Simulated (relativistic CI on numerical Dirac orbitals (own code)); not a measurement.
# Ions of cobalt: ground levels and radial parameters

Aim: one configuration for each member; how do the lowest level, the moment, the spin-orbit parameter and the size of the open shell change?

The numbers are computed with relativistic CI on numerical Dirac orbitals (own code) version 3 (Dirac-Coulomb-Breit CI, KLI orbitals optimised for each configuration, model QED (radiative potential, 1s self-energy scaled to tabulated hydrogen-like ionisation energies), valence Slater integrals scaled by 0.9), except any that are marked as measured or tabulated.

## 1. The system

| Item | Value |
| --- | --- |
| members | Co [Ar] 3d7 4s2, Co⁺ [Ar] 3d8, Co²⁺ [Ar] 3d7, Co³⁺ [Ar] 3d6, Co⁴⁺ [Ar] 3d5, Co⁵⁺ [Ar] 3d4, Co⁶⁺ [Ar] 3d3, Co⁷⁺ [Ar] 3d2 |
| Slater scale | 0.9 |

## 2. Co, [Ar] 3d7 4s2

The run's settings:

```ini
atom Co  Z=27  charge=0  electrons=27
nucleus A=59  rms_radius_fm=3.7875
hamiltonian dirac-coulomb  breit=on  qed=on  c_scale=1
orbitals kli  potential=per-configuration
slater_scale 0.9
correlation none
mixing on
configurations
  [Ar] 3d7 4s2
end
```

The run is started by

```sh
python run_levels.py task.json out
```

task.json lists these runs, among others, and the program works through them in turn.

Results of the run (chosen fields of its result record, rounded):

```text
{
  "status": "converged",
  "levels [i, E_cm, J2, conf, term, w_term, jj, w_jj, g, tau_s]": [
    [0, 0, 9, "3d7", "4F", 0.9977, "3d5/2^3", 0.5238, 1.333, "-"],
    [1, 794.98696, 7, "3d7", "4F", 0.9994, "3d3/2^3 3d5/2^4", 0.8181, 1.238, 59.13],
    [2, 1375.2611, 5, "3d7", "4F", 0.9989, "3d3/2^2 3d5/2^5", 0.7139, 1.028, 88.71],
    [3, 1772.266, 3, "3d7", "4F", 0.9979, "3d3/2^2 3d5/2^5", 0.3573, 0.3992, 247.4],
    [4, 16480.771, 9, "3d7", "2G", 0.9804, "3d5/2^3", 0.4318, 1.108, 2.293],
    [5, 16652.82, 5, "3d7", "4P", 0.9968, "3d3/2^3 3d5/2^4", 0.6004, 1.6, 7.297],
    [6, 16880.633, 3, "3d7", "4P", 0.9645, "3d3/2^3 3d5/2^4", 0.4249, 1.72, "-"],
    [7, 17222.432, 7, "3d7", "2G", 0.9989, "3d3/2^3 3d5/2^4", 0.5038, 0.8885, "-"]
  ],
  "lines, the strongest and those to the lowest levels [upper, lower, type, S_au, A_per_s, branching]": [
    [1, 0, "M1", 9.984, 0.01691, 1],
    [4, 0, "M1", 0.02738, 0.3306, 0.7579],
    [4, 1, "M1", 0.01014, 0.1055, 0.2419],
    [5, 0, "E2", 4.316, 0.1032, 0.7529],
    [5, 1, "E2", 1.371, 0.02566, 0.1872]
  ],
  "n_levels_all": 19,
  "total_energy [Ha]": -1391.1919674,
  "configurations [conf, odd, states, E_av_cm, breit_Ha, qed_Ha, corr_Ha]": [
    ["3d7", 0, 120, 21041.2, 0.5314, 0.3564, "-"]
  ],
  "radial 3d7 [Ha, bohr]": {"<r^-3>(3d)": 5.8812, "<r^1>(3d)": 1.0533, "<r^2>(3d)": 1.4876, "<r^4>(3d)": 6.629, "F2(3d,3d)": 0.40509, "F4(3d,3d)": 0.25057, "zeta(3d)": 0.0023081}
}
```

Run time: 0.069 s. Hardware: 1 thread, shared host.

## 3. Co⁺, [Ar] 3d8

Settings: those of step 2 with these lines changed.

```diff
@@ -1,2 +1,2 @@
-atom Co  Z=27  charge=0  electrons=27
+atom Co  Z=27  charge=1  electrons=26
 nucleus A=59  rms_radius_fm=3.7875
@@ -8,3 +8,3 @@
 configurations
-  [Ar] 3d7 4s2
+  [Ar] 3d8
 end
```

From the record:

```text
{
  "status": "converged",
  "levels [i, E_cm, J2, conf, term, w_term, jj, w_jj, g, tau_s]": [
    [0, 0, 8, "3d8", "3F", 0.9995, "3d5/2^4", 0.8172, 1.25, "-"],
    [1, 900.44475, 6, "3d8", "3F", 1, "3d3/2^3 3d5/2^5", 1, 1.083, 52.7],
    [2, 1523.2451, 4, "3d8", "3F", 0.9965, "3d3/2^2 3d5/2^6", 0.6205, 0.6667, 115.5],
    [3, 12972.472, 4, "3d8", "1D", 0.9392, "3d5/2^4", 0.6663, 1.027, 3.244],
    [4, 15758.837, 4, "3d8", "3P", 0.9426, "3d3/2^3 3d5/2^5", 0.6411, 1.472, 5.438],
    [5, 16095.851, 2, "3d8", "3P", 1, "3d3/2^3 3d5/2^5", 1, 1.501, "-"],
    [6, 16283.091, 0, "3d8", "3P", 0.9987, "3d3/2^2 3d5/2^6", 0.5647, "-", "-"],
    [7, 20121.964, 8, "3d8", "1G", 0.9995, "3d3/2^3 3d5/2^5", 0.8172, 0.9997, "-"]
  ],
  "lines, the strongest and those to the lowest levels [upper, lower, type, S_au, A_per_s, branching]": [
    [1, 0, "M1", 6.745, 0.01897, 1],
    [3, 1, "M1", 0.0223, 0.2117, 0.6866],
    [3, 2, "M1", 0.01155, 0.09348, 0.3033],
    [4, 0, "E2", 4.435, 0.09654, 0.525],
    [4, 1, "E2", 1.188, 0.01928, 0.1048]
  ],
  "n_levels_all": 9,
  "total_energy [Ha]": -1390.9064887,
  "configurations [conf, odd, states, E_av_cm, breit_Ha, qed_Ha, corr_Ha]": [
    ["3d8", 0, 45, 10043.4, 0.5308, 0.356, "-"]
  ],
  "radial 3d8 [Ha, bohr]": {"<r^-3>(3d)": 5.4241, "<r^1>(3d)": 1.1071, "<r^2>(3d)": 1.6401, "<r^4>(3d)": 7.5125, "F2(3d,3d)": 0.38058, "F4(3d,3d)": 0.23442, "zeta(3d)": 0.0020496}
}
```

Wall time 0.061 s (1 thread, shared host).

## 4. Co²⁺, [Ar] 3d7

Settings: those of step 3 with these lines changed.

```diff
@@ -1,2 +1,2 @@
-atom Co  Z=27  charge=1  electrons=26
+atom Co  Z=27  charge=2  electrons=25
 nucleus A=59  rms_radius_fm=3.7875
@@ -8,3 +8,3 @@
 configurations
-  [Ar] 3d8
+  [Ar] 3d7
 end
```

From the record:

```text
{
  "status": "converged",
  "levels [i, E_cm, J2, conf, term, w_term, jj, w_jj, g, tau_s]": [
    [0, 0, 9, "3d7", "4F", 0.9979, "3d5/2^3", 0.5221, 1.333, "-"],
    [1, 809.24379, 7, "3d7", "4F", 0.9994, "3d3/2^3 3d5/2^4", 0.8174, 1.238, 56.05],
    [2, 1400.9814, 5, "3d7", "4F", 0.999, "3d3/2^2 3d5/2^5", 0.7151, 1.028, 83.65],
    [3, 1806.3486, 3, "3d7", "4F", 0.9981, "3d3/2^2 3d5/2^5", 0.3575, 0.3991, 232.3],
    [4, 17277.944, 9, "3d7", "2G", 0.9816, "3d5/2^3", 0.4324, 1.108, 2.15],
    [5, 17388.899, 5, "3d7", "4P", 0.9972, "3d3/2^3 3d5/2^4", 0.6014, 1.6, 7.721],
    [6, 17632.932, 3, "3d7", "4P", 0.9677, "3d3/2^3 3d5/2^4", 0.4247, 1.721, "-"],
    [7, 17976.596, 1, "3d7", "4P", 0.9878, "3d3/2^3 3d5/2^4", 0.5772, 2.645, "-"]
  ],
  "lines, the strongest and those to the lowest levels [upper, lower, type, S_au, A_per_s, branching]": [
    [1, 0, "M1", 9.985, 0.01784, 1],
    [4, 0, "M1", 0.0253, 0.352, 0.7568],
    [4, 1, "M1", 0.009382, 0.113, 0.243],
    [5, 0, "E2", 3.277, 0.09724, 0.7508],
    [5, 1, "E2", 1.044, 0.02441, 0.1884]
  ],
  "n_levels_all": 19,
  "total_energy [Ha]": -1390.378,
  "configurations [conf, odd, states, E_av_cm, breit_Ha, qed_Ha, corr_Ha]": [
    ["3d7", 0, 120, 22017.9, 0.5311, 0.3561, "-"]
  ],
  "radial 3d7 [Ha, bohr]": {"<r^-3>(3d)": 6.0498, "<r^1>(3d)": 1.0046, "<r^2>(3d)": 1.2956, "<r^4>(3d)": 4.0345, "F2(3d,3d)": 0.42413, "F4(3d,3d)": 0.26326, "zeta(3d)": 0.0023204}
}
```

It took 0.055 s on 1 thread, shared host.

## 5. Co³⁺, [Ar] 3d6

Settings: those of step 4 with these lines changed.

```diff
@@ -1,2 +1,2 @@
-atom Co  Z=27  charge=2  electrons=25
+atom Co  Z=27  charge=3  electrons=24
 nucleus A=59  rms_radius_fm=3.7875
@@ -8,3 +8,3 @@
 configurations
-  [Ar] 3d7
+  [Ar] 3d6
 end
```

From the record:

```text
{
  "status": "converged",
  "levels [i, E_cm, J2, conf, term, w_term, jj, w_jj, g, tau_s]": [
    [0, 0, 8, "3d6", "5D", 0.9983, "3d3/2^3 3d5/2^3", 0.4717, 1.5, "-"],
    [1, 621.27057, 6, "3d6", "5D", 0.9992, "3d3/2^3 3d5/2^3", 0.5065, 1.5, 120.4],
    [2, 1052.0209, 4, "3d6", "5D", 0.9985, "3d3/2^2 3d5/2^4", 0.6462, 1.5, 193.6],
    [3, 1327.7245, 2, "3d6", "5D", 0.9979, "3d3/2 3d5/2^5", 0.4352, 1.501, 506.6],
    [4, 1462.5081, 0, "3d6", "5D", 0.9975, "3d3/2^2 3d5/2^4", 0.6992, "-", "-"],
    [5, 23196.361, 12, "3d6", "3H", 0.9966, "3d3/2^3 3d5/2^3", 0.6561, 1.166, "-"],
    [6, 23554.134, 10, "3d6", "3H", 0.9863, "3d3/2^2 3d5/2^4", 0.5244, 1.035, 820.4],
    [7, 23815.923, 8, "3d6", "3H", 0.9788, "3d3/2^2 3d5/2^4", 0.3735, 0.8047, 191.9]
  ],
  "lines, the strongest and those to the lowest levels [upper, lower, type, S_au, A_per_s, branching]": [
    [1, 0, "M1", 8.99, 0.008307, 1],
    [2, 1, "M1", 11.98, 0.005164, 1],
    [3, 2, "M1", 10.48, 0.001974, 1],
    [7, 0, "M1", 9.816e-05, 0.003974, 0.7625],
    [7, 1, "M1", 1.764e-05, 0.0006596, 0.1265]
  ],
  "n_levels_all": 34,
  "total_energy [Ha]": -1389.2243657,
  "configurations [conf, odd, states, E_av_cm, breit_Ha, qed_Ha, corr_Ha]": [
    ["3d6", 0, 210, 36005.3, 0.5314, 0.3562, "-"]
  ],
  "radial 3d6 [Ha, bohr]": {"<r^-3>(3d)": 6.7012, "<r^1>(3d)": 0.93082, "<r^2>(3d)": 1.0847, "<r^4>(3d)": 2.5847, "F2(3d,3d)": 0.46325, "F4(3d,3d)": 0.28938, "zeta(3d)": 0.0026164}
}
```

It took 0.057 s on 1 thread, shared host.

## 6. Co⁴⁺, [Ar] 3d5

Settings: those of step 5 with these lines changed.

```diff
@@ -1,2 +1,2 @@
-atom Co  Z=27  charge=3  electrons=24
+atom Co  Z=27  charge=4  electrons=23
 nucleus A=59  rms_radius_fm=3.7875
@@ -8,3 +8,3 @@
 configurations
-  [Ar] 3d6
+  [Ar] 3d5
 end
```

From the record:

```text
{
  "status": "converged",
  "levels [i, E_cm, J2, conf, term, w_term, jj, w_jj, g, tau_s]": [
    [0, 0, 5, "3d5", "6S", 0.9989, "3d3/2^2 3d5/2^3", 0.4291, 2.001, "-"],
    [1, 37520.757, 11, "3d5", "4G", 0.9985, "3d3/2^2 3d5/2^3", 0.5158, 1.272, "-"],
    [2, 37590.527, 9, "3d5", "4G", 0.999, "3d3/2^2 3d5/2^3", 0.6649, 1.172, 8.336e+04],
    [3, 37602.064, 5, "3d5", "4G", 0.9959, "3d3/2^2 3d5/2^3", 0.3985, 0.5713, "-"],
    [4, 37610.022, 7, "3d5", "4G", 0.9978, "3d3/2^2 3d5/2^3", 0.437, 0.984, 1.802e+06],
    [5, 43254.011, 5, "3d5", "4P", 0.9171, "3d5/2", 0.3036, 1.581, 0.3158],
    [6, 43388.934, 3, "3d5", "4P", 0.9381, "3d3/2^2 3d5/2^3", 0.5055, 1.701, 0.4817],
    [7, 43533.069, 1, "3d5", "4P", 0.9785, "3d3/2^2 3d5/2^3", 0.5345, 2.614, "-"]
  ],
  "lines, the strongest and those to the lowest levels [upper, lower, type, S_au, A_per_s, branching]": [
    [2, 1, "M1", 13.07, 1.197e-05, 0.998],
    [3, 0, "M1", 9.083e-08, 2.171e-05, "-"],
    [4, 2, "M1", 17.07, 4.264e-07, 0.7684],
    [5, 0, "M1", 0.008702, 3.166, 0.9997],
    [6, 0, "M1", 0.003769, 2.076, 0.9998]
  ],
  "n_levels_all": 37,
  "total_energy [Ha]": -1387.3990387,
  "configurations [conf, odd, states, E_av_cm, breit_Ha, qed_Ha, corr_Ha]": [
    ["3d5", 0, 252, 63676.3, 0.5318, 0.3563, "-"]
  ],
  "radial 3d5 [Ha, bohr]": {"<r^-3>(3d)": 7.3778, "<r^1>(3d)": 0.87344, "<r^2>(3d)": 0.93877, "<r^4>(3d)": 1.8216, "F2(3d,3d)": 0.49915, "F4(3d,3d)": 0.31346, "zeta(3d)": 0.0029291}
}
```

Run time: 0.054 s. Hardware: 1 thread, shared host.

## 7. Co⁵⁺, [Ar] 3d4

Settings: those of step 6 with these lines changed.

```diff
@@ -1,2 +1,2 @@
-atom Co  Z=27  charge=4  electrons=23
+atom Co  Z=27  charge=5  electrons=22
 nucleus A=59  rms_radius_fm=3.7875
@@ -8,3 +8,3 @@
 configurations
-  [Ar] 3d5
+  [Ar] 3d4
 end
```

From the record:

```text
{
  "status": "converged",
  "levels [i, E_cm, J2, conf, term, w_term, jj, w_jj, g, tau_s]": [
    [0, 0, 0, "3d4", "5D", 0.9966, "3d3/2^2 3d5/2^2", 0.6662, "-", "-"],
    [1, 196.74496, 2, "3d4", "5D", 0.9976, "3d3/2^3 3d5/2", 0.528, 1.5, 2441],
    [2, 570.68409, 4, "3d4", "5D", 0.9987, "3d3/2^2 3d5/2^2", 0.6684, 1.5, 338.5],
    [3, 1093.9364, 6, "3d4", "5D", 0.999, "3d3/2^2 3d5/2^2", 0.4587, 1.5, 151.2],
    [4, 1738.3678, 8, "3d4", "5D", 0.9979, "3d3/2 3d5/2^3", 0.4505, 1.5, 138.7],
    [5, 27104.72, 8, "3d4", "3H", 0.9807, "3d3/2^2 3d5/2^2", 0.4053, 0.804, 175.2],
    [6, 27488.197, 10, "3d4", "3H", 0.9871, "3d3/2^2 3d5/2^2", 0.7447, 1.035, 657.9],
    [7, 27875.216, 12, "3d4", "3H", 0.9953, "3d3/2 3d5/2^3", 0.5321, 1.166, 767.2]
  ],
  "lines, the strongest and those to the lowest levels [upper, lower, type, S_au, A_per_s, branching]": [
    [1, 0, "M1", 5.982, 0.0004096, 1],
    [2, 1, "M1", 10.47, 0.002954, 1],
    [3, 2, "M1", 11.98, 0.006612, 1],
    [4, 3, "M1", 8.988, 0.007209, 1],
    [5, 4, "M1", 9.885e-05, 0.004835, 0.8471]
  ],
  "n_levels_all": 34,
  "total_energy [Ha]": -1384.5281617,
  "configurations [conf, odd, states, E_av_cm, breit_Ha, qed_Ha, corr_Ha]": [
    ["3d4", 0, 210, 41933.1, 0.5322, 0.3564, "-"]
  ],
  "radial 3d4 [Ha, bohr]": {"<r^-3>(3d)": 8.0816, "<r^1>(3d)": 0.82657, "<r^2>(3d)": 0.83019, "<r^4>(3d)": 1.3627, "F2(3d,3d)": 0.53263, "F4(3d,3d)": 0.33599, "zeta(3d)": 0.0032571}
}
```

Wall time 0.052 s (1 thread, shared host).

## 8. Co⁶⁺, [Ar] 3d3

Settings: those of step 7 with these lines changed.

```diff
@@ -1,2 +1,2 @@
-atom Co  Z=27  charge=5  electrons=22
+atom Co  Z=27  charge=6  electrons=21
 nucleus A=59  rms_radius_fm=3.7875
@@ -8,3 +8,3 @@
 configurations
-  [Ar] 3d4
+  [Ar] 3d3
 end
```

From the record:

```text
{
  "status": "converged",
  "levels [i, E_cm, J2, conf, term, w_term, jj, w_jj, g, tau_s]": [
    [0, 0, 3, "3d3", "4F", 0.9975, "3d3/2^3", 0.3758, 0.3991, "-"],
    [1, 685.46636, 5, "3d3", "4F", 0.9989, "3d3/2^2 3d5/2", 0.7686, 1.028, 72.11],
    [2, 1588.4208, 7, "3d3", "4F", 0.999, "3d3/2 3d5/2^2", 0.7757, 1.238, 31.41],
    [3, 2667.6333, 9, "3d3", "4F", 0.9966, "3d3/2 3d5/2^2", 0.469, 1.333, 29.57],
    [4, 22974.765, 1, "3d3", "4P", 0.9857, "3d3/2^2 3d5/2", 0.6509, 2.641, 5.862],
    [5, 23207.365, 3, "3d3", "4P", 0.9634, "3d3/2^2 3d5/2", 0.4862, 1.718, 6.121],
    [6, 23683.143, 7, "3d3", "2G", 0.9985, "3d3/2 3d5/2^2", 0.5, 0.8885, 1.024],
    [7, 24149.92, 5, "3d3", "4P", 0.997, "3d3/2 3d5/2^2", 0.6295, 1.599, 6.096]
  ],
  "lines, the strongest and those to the lowest levels [upper, lower, type, S_au, A_per_s, branching]": [
    [2, 1, "M1", 12.83, 0.03184, 1],
    [3, 2, "M1", 9.976, 0.03382, 1],
    [4, 0, "E2", 0.3026, 0.1085, 0.6359],
    [5, 1, "E2", 0.3635, 0.05897, 0.361],
    [5, 2, "E2", 0.5059, 0.06689, 0.4094]
  ],
  "n_levels_all": 19,
  "total_energy [Ha]": -1380.802897,
  "configurations [conf, odd, states, E_av_cm, breit_Ha, qed_Ha, corr_Ha]": [
    ["3d3", 0, 120, 29907.3, 0.5326, 0.3566, "-"]
  ],
  "radial 3d3 [Ha, bohr]": {"<r^-3>(3d)": 8.8151, "<r^1>(3d)": 0.78699, "<r^2>(3d)": 0.74533, "<r^4>(3d)": 1.0616, "F2(3d,3d)": 0.56426, "F4(3d,3d)": 0.35731, "zeta(3d)": 0.0036014}
}
```

Run time: 0.049 s. Hardware: 1 thread, shared host.

## 9. Co⁷⁺, [Ar] 3d2

Settings: those of step 8 with these lines changed.

```diff
@@ -1,2 +1,2 @@
-atom Co  Z=27  charge=6  electrons=21
+atom Co  Z=27  charge=7  electrons=20
 nucleus A=59  rms_radius_fm=3.7875
@@ -8,3 +8,3 @@
 configurations
-  [Ar] 3d3
+  [Ar] 3d2
 end
```

From the record:

```text
{
  "status": "converged",
  "levels [i, E_cm, J2, conf, term, w_term, jj, w_jj, g, tau_s]": [
    [0, 0, 4, "3d2", "3F", 0.9959, "3d3/2^2", 0.727, 0.6667, "-"],
    [1, 1389.2574, 6, "3d2", "3F", 1, "3d3/2 3d5/2", 1, 1.083, 14.58],
    [2, 3073.6691, 8, "3d2", "3F", 0.9991, "3d5/2^2", 0.7749, 1.25, 10.36],
    [3, 21166.969, 4, "3d2", "1D", 0.9173, "3d3/2 3d5/2", 0.4901, 1.038, 0.5642],
    [4, 24239.915, 0, "3d2", "3P", 0.9984, "3d3/2^2", 0.6387, "-", 5.077],
    [5, 24761.931, 2, "3d2", "3P", 1, "3d3/2 3d5/2", 1, 1.501, 3.723],
    [6, 25905.966, 4, "3d2", "3P", 0.9212, "3d5/2^2", 0.7067, 1.461, 1.589],
    [7, 32234.364, 8, "3d2", "1G", 0.9991, "3d3/2 3d5/2", 0.7749, 0.9996, 0.7448]
  ],
  "lines, the strongest and those to the lowest levels [upper, lower, type, S_au, A_per_s, branching]": [
    [1, 0, "M1", 6.636, 0.06857, 1],
    [2, 1, "M1", 6.74, 0.09654, 1],
    [3, 0, "M1", 0.01336, 0.6833, 0.3855],
    [3, 1, "M1", 0.02598, 1.084, 0.6117],
    [5, 1, "E2", 0.4174, 0.1087, 0.4047]
  ],
  "n_levels_all": 9,
  "total_energy [Ha]": -1376.0992896,
  "configurations [conf, odd, states, E_av_cm, breit_Ha, qed_Ha, corr_Ha]": [
    ["3d2", 0, 45, 16422, 0.533, 0.3569, "-"]
  ],
  "radial 3d2 [Ha, bohr]": {"<r^-3>(3d)": 9.581, "<r^1>(3d)": 0.75275, "<r^2>(3d)": 0.67667, "<r^4>(3d)": 0.85187, "F2(3d,3d)": 0.59443, "F4(3d,3d)": 0.37768, "zeta(3d)": 0.0039635}
}
```

Run time: 0.049 s. Hardware: 1 thread, shared host.

## 10. The trend

```tsv
ion	open shell	lowest level	LS (%)	g	moment (μB)	ζ (cm⁻¹)	F² (cm⁻¹)	<r> (bohr)
Co	3d	4F9/2	100	1.333	6.63	506.6	88908	1.05
Co⁺	3d	3F4	100	1.250	5.59	449.8	83527	1.11
Co²⁺	3d	4F9/2	100	1.333	6.63	509.3	93085	1.00
Co³⁺	3d	5D4	100	1.500	6.71	574.2	101672	0.931
Co⁴⁺	3d	6S5/2	100	2.001	5.92	642.9	109550	0.873
Co⁵⁺	3d	5D0	100	-	0.00	714.9	116898	0.827
Co⁶⁺	3d	4F3/2	100	0.399	0.77	790.4	123841	0.787
Co⁷⁺	3d	3F2	100	0.667	1.63	869.9	130463	0.753
```

ζ, F² and <r> are unscaled and averaged over j; the moment is g√(J(J+1)) of the lowest level.

## 11. Summary of results

| quantity | value |
| --- | --- |
| lowest levels | Co 4F9/2, Co⁺ 3F4, Co²⁺ 4F9/2, Co³⁺ 5D4, Co⁴⁺ 6S5/2, Co⁵⁺ 5D0, Co⁶⁺ 4F3/2, Co⁷⁺ 3F2 |
| largest moment | 6.71 μB (Co³⁺) |
| ζ, first and last | 3d 507, 3d 870 cm⁻¹ |
| <r>, first and last | 3d 1.05, 3d 0.753 bohr |

In words: The largest moment belongs to Co³⁺. All lowest levels keep an LS purity of 70 % or more.
